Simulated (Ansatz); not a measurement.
GaGe3:

```xyz
4
Lattice="4.2785 0.0000 0.0000 0.0000 4.2785 0.0000 0.0000 0.0000 4.2785" Properties=species:S:1:pos:R:3 pbc="T T T"
Ge    2.1392    2.1392    0.0000
Ge    2.1392    0.0000    2.1392
Ge    0.0000    2.1392    2.1392
Ga    0.0000    0.0000    0.0000
```

The cell comes from a database or a generator and needn't be the stable form of this composition.

| Item | Value |
| --- | --- |
| Program | Ansatz 0.2.0 |
| Task | single point |
| Functional | PBE |
| Potentials or basis | Ansatz PAW |
| Cutoff | 420 eV (not typed: the program's choice for these potentials) |
| k mesh | 6 × 6 × 6 |
| Occupations | fermi-dirac, width 0.05 eV |
| Spin | no spin polarisation |

On this cell: pressure -0.1 GPa; largest force zero by symmetry; band gap on the k mesh none (metal or under the smearing width).

The same run follows on a disturbed copy (atoms moved at random, drawn with an rms of 0.05 Å):

```
Ge Ga
1.0
     4.27847    0.00000    0.00000
     0.00000    4.27847    0.00000
     0.00000    0.00000    4.27847
Ge Ga
3 1
Direct
  0.50060 0.49937 0.99202
  0.51509 0.99312 0.49466
  0.01245 0.49265 0.49997
  0.00368 0.00652 0.00590
```

Q: What changes?

A: The energy (extrapolated to zero smearing) moves by -0.1 meV/atom; pressure -0.1 GPa; largest force 0.111 eV/Å; band gap on the k mesh none (metal or under the smearing width).

Forces on the atoms (eV/Å):
```
Ge  -0.069  0.081 -0.031
Ge   0.039 -0.041  0.018
Ge   0.016  0.029  0.058
Ga   0.013 -0.069 -0.045
```

Stress tensor (GPa, compression positive):
```
-0.04  0.02 -0.03
 0.02 -0.10  0.01
-0.03  0.01 -0.01
```
